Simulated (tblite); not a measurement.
# C9H13B: the cost of one run

Programs: tblite 0.8.0 and PySCF 2.14.0, with density-fitted response routines of our own. Each step states its level of theory. These are calculated values for one molecule in the gas phase, unless marked as measured. Atoms are numbered from 0 throughout.

### Step 1. Starting geometry

23 atoms, charge 0, multiplicity 1; geometry from: force field or distance geometry start.

Bonds of the start (Å): B0–C1 1.60, C1–C2 1.49, C2–C3 1.50, C2–C4 1.35, C4–C5 1.45, C5–C6 1.20, C6–C7 1.46, C7–C8 1.51, C8–C9 1.33, B0–H10 1.18, B0–H11 1.18, C1–H12 1.10, C1–H13 1.12, C3–H14 1.11, C3–H15 1.10, C3–H16 1.12, C4–H17 1.08, C7–H18 1.11, C7–H19 1.11, C8–H20 1.10, C9–H21 1.09, C9–H22 1.08.

### Step 2. Optimising the geometry with GFN2-xTB

The job: settings as JSON, then the geometry in Å.

```
{"job": {"kind": "relax", "xc": "GFN2-xTB", "basis": "xTB"}, "charge": 0, "multiplicity": 1}
B      3.351300     0.983100     1.978500
C      3.183800     0.335300     0.527100
C      1.742400     0.114700     0.208700
C      1.110400    -1.228400     0.434000
C      1.008300     1.140100    -0.274700
C     -0.392000     1.012700    -0.617700
C     -1.553800     0.897300    -0.893400
C     -2.968100     0.739000    -1.215600
C     -3.588300    -0.341500    -0.369300
C     -3.255800    -1.625400    -0.497000
H      2.928200     0.420400     2.931100
H      3.858800     2.036700     2.101200
H      3.663600     0.986500    -0.212400
H      3.739800    -0.636200     0.530900
H      1.841500    -1.939600     0.876700
H      0.737600    -1.653300    -0.504700
H      0.264300    -1.139600     1.157100
H      1.472900     2.102500    -0.436100
H     -3.080000     0.480300    -2.289300
H     -3.488800     1.699300    -1.028100
H     -4.360800    -0.058000     0.355400
H     -2.501000    -1.928800    -1.221200
H     -3.719300    -2.370300     0.131400
```

Run with:

```bash
$ OMP_NUM_THREADS=1 python probes_run.py task.json out
```

One launch serves the whole session: the jobs run in the order shown.

**Question.** How long does this first job take on 1 thread of Arm Neoverse N1, shared host?

About 2.8 s.
